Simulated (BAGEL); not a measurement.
# GaNH3 (SMILES [NH2][GaH]): ROHF/6-31G(d) (density fitting with qzvpp-jkfit, spherical functions)

What is the vertical doublet–quartet gap of GaNH3 at ROHF/6-31G* (density fitting with qzvpp-jkfit, spherical functions)? 

Program for the calculation: BAGEL 1.2.2.

6 further runs of the same task are left out: 4 that didn't finish, 2 set aside as unsound or not needed. Runs told in other sessions of the task aren't counted.

**1. Starting point**

The species is GaNH3 (5 atoms), meant as a doublet with charge 0. SMILES: `[NH2][GaH]`. The shape is that of a PBE0-D4/def2-TZVP optimisation. This is one conformer, not always the lowest.

Bond lengths: N1–Ga2 1.825 Å, N1–H3 1.008 Å, N1–H4 1.006 Å, Ga2–H5 1.594 Å. Angles: N1–Ga2–H5 116.9°, Ga2–N1–H3 123.8°, Ga2–N1–H4 124.3°, H3–N1–H4 111.9°.

**2. The energy at ROHF/6-31G(d) (density fitting with qzvpp-jkfit, spherical functions)**

Contents of job.json:

```json
{ "bagel" : [

{
  "title" : "molecule",
  "basis" : "6-31gs.json",
  "df_basis" : "qzvpp-jkfit",
  "angstrom" : true,
  "geometry" : [
    { "atom" : "N", "xyz" : [   -0.211900,   -0.684000,    0.064700 ] },
    { "atom" : "Ga", "xyz" : [    0.815500,    0.782900,    0.417000 ] },
    { "atom" : "H", "xyz" : [   -0.946800,   -0.701300,   -0.625100 ] },
    { "atom" : "H", "xyz" : [   -0.115200,   -1.569300,    0.532000 ] },
    { "atom" : "H", "xyz" : [    0.508200,    2.097900,   -0.430100 ] }
  ]
},
{
  "title" : "rohf",
  "nopen" : 1
},
{
  "title" : "print",
  "file" : "orbitals.molden",
  "orbitals" : true
}

]}
```

The basis set 6-31G* is read from a file made from the Basis Set Exchange's data (not shown).

Run with:

```console
$ BAGEL_NUM_THREADS=1 BAGEL job.json > job.out
```

The log of the run:

```text
* using 1 threads per process

  ===============================================================
  ===============================================================

  *** Geometry ***

  { "atom" : "N", "xyz" : [     -0.400433,     -1.292573,      0.122265 ] },
  { "atom" : "Ga", "xyz" : [      1.541072,      1.479467,      0.788016 ] },
  { "atom" : "H", "xyz" : [     -1.789193,     -1.325265,     -1.181268 ] },
  { "atom" : "H", "xyz" : [     -0.217696,     -2.965547,      1.005334 ] },
  { "atom" : "H", "xyz" : [      0.960359,      3.964456,     -0.812771 ] },

  Number of auxiliary basis functions:      397

  Since a DF basis is specified, we compute 2- and 3-index integrals:
    o Being stored without compression. Storage requirement is 0.009 GB

  Number of basis functions:       52
  Number of electrons      :       41

    * METHOD: MOLECULE                             0.12

  *** Open-shell HF ***

  === Nuclear Repulsion ===
    95.4199268749

      * DIIS with orbital gradients will be used.

  === ROHF iteration (6-31gs.json) ===
      0      -1978.93657731          0.05609968           0.04
      1      -1979.04138881          0.04151299           0.07
      2      -1979.08962326          0.02843992           0.06
      3      -1979.12898945          0.00191731           0.04
      4      -1979.13002978          0.00100046           0.05
      5      -1979.13029312          0.00041871           0.05
      6      -1979.13035885          0.00008607           0.04
      7      -1979.13038635          0.00001832           0.04
      8      -1979.13039034          0.00000670           0.04
      9      -1979.13039068          0.00000188           0.04
     10      -1979.13039073          0.00000085           0.03
     11      -1979.13039077          0.00000033           0.03
     12      -1979.13039077          0.00000014           0.03
     13      -1979.13039077          0.00000007           0.04
     14      -1979.13039077          0.00000003           0.03
     15      -1979.13039078          0.00000001           0.03
    * SCF iteration converged.

    * S^2 (ROHF) is 0.7500

    * Permanent dipole moment:
           (    0.109650,     0.304849,    -0.024834) a.u.

    * METHOD: ROHF                                 0.81

    * METHOD: PRINT                                0.00

  ===============================================================
```

Run time: 1.3 s. Hardware: 1 thread of Intel Xeon 6975P-C (Granite Rapids), shared host; peak memory 0.081 GiB.

**3. The quartet, same level**

Contents of calc.json:

```json
{ "bagel" : [

{
  "title" : "molecule",
  "basis" : "6-31gs.json",
  "df_basis" : "qzvpp-jkfit",
  "angstrom" : true,
  "geometry" : [
    { "atom" : "N", "xyz" : [      -0.211900,      -0.684000,       0.064700 ] },
    { "atom" : "Ga", "xyz" : [       0.815500,       0.782900,       0.417000 ] },
    { "atom" : "H", "xyz" : [      -0.946800,      -0.701300,      -0.625100 ] },
    { "atom" : "H", "xyz" : [      -0.115200,      -1.569300,       0.532000 ] },
    { "atom" : "H", "xyz" : [       0.508200,       2.097900,      -0.430100 ] }
  ]
},

{
  "title" : "rohf",
  "nopen" : 3
},

{
  "title" : "print",
  "file" : "orbitals.molden",
  "orbitals" : true
}

]}
```

The basis set 6-31G* is read from a file made from the Basis Set Exchange's data (not shown).

Run with:

```console
$ BAGEL_NUM_THREADS=1 BAGEL calc.json > calc.out
```

The log of the run:

```text
* using 1 threads per process

  ===============================================================
  ===============================================================

  *** Geometry ***

  { "atom" : "N", "xyz" : [     -0.400433,     -1.292573,      0.122265 ] },
  { "atom" : "Ga", "xyz" : [      1.541072,      1.479467,      0.788016 ] },
  { "atom" : "H", "xyz" : [     -1.789193,     -1.325265,     -1.181268 ] },
  { "atom" : "H", "xyz" : [     -0.217696,     -2.965547,      1.005334 ] },
  { "atom" : "H", "xyz" : [      0.960359,      3.964456,     -0.812771 ] },

  Number of auxiliary basis functions:      397

  Since a DF basis is specified, we compute 2- and 3-index integrals:
    o Being stored without compression. Storage requirement is 0.009 GB

  Number of basis functions:       52
  Number of electrons      :       41

    * METHOD: MOLECULE                             0.10

  *** Open-shell HF ***

  === Nuclear Repulsion ===
    95.4199268749

      * DIIS with orbital gradients will be used.

  === ROHF iteration (6-31gs.json) ===
      0      -1978.73362946          0.04957641           0.03
      1      -1978.83108185          0.03618585           0.03
      2      -1978.87187159          0.02735670           0.03
      3      -1978.91130630          0.00350070           0.03
      4      -1978.91562265          0.00264643           0.03
      5      -1978.91865066          0.00148258           0.03
      6      -1978.91951018          0.00054592           0.03
      7      -1978.91991262          0.00018193           0.03
      8      -1978.91984729          0.00005483           0.03
      9      -1978.91985641          0.00001245           0.04
     10      -1978.91985996          0.00000474           0.03
     11      -1978.91985971          0.00000269           0.03
     12      -1978.91985982          0.00000197           0.03
     13      -1978.91985974          0.00000106           0.04
     14      -1978.91985976          0.00000044           0.03
     15      -1978.91985975          0.00000015           0.04
     16      -1978.91985975          0.00000006           0.03
     17      -1978.91985976          0.00000004           0.03
     18      -1978.91985976          0.00000002           0.03
     19      -1978.91985976          0.00000001           0.03
    * SCF iteration converged.

    * S^2 (ROHF) is 3.7500

    * Permanent dipole moment:
           (    0.395821,    -0.478707,     0.576938) a.u.

    * METHOD: ROHF                                 0.76

    * METHOD: PRINT                                0.00

  ===============================================================
```

It took 1.1 s on 1 thread of Intel Xeon 6975P-C (Granite Rapids), shared host; peak memory 0.081 GiB.

**4. Outcome**

Level: ROHF/6-31G* (density fitting with qzvpp-jkfit, spherical functions).

| quantity | value |
| --- | --- |
| doublet: total energy | -1979.13039 Eh |
| doublet: dipole moment | 0.83 D |
| doublet: ⟨S²⟩ | 0.750 |
| quartet: total energy | -1978.91986 Eh |
| quartet: dipole moment | 2.15 D |
| quartet: ⟨S²⟩ | 3.750 |
| vertical energy of the quartet above the doublet | 5.729 eV |

**Reading.** At this shape the quartet lies 5.73 eV (132 kcal/mol) above the doublet.
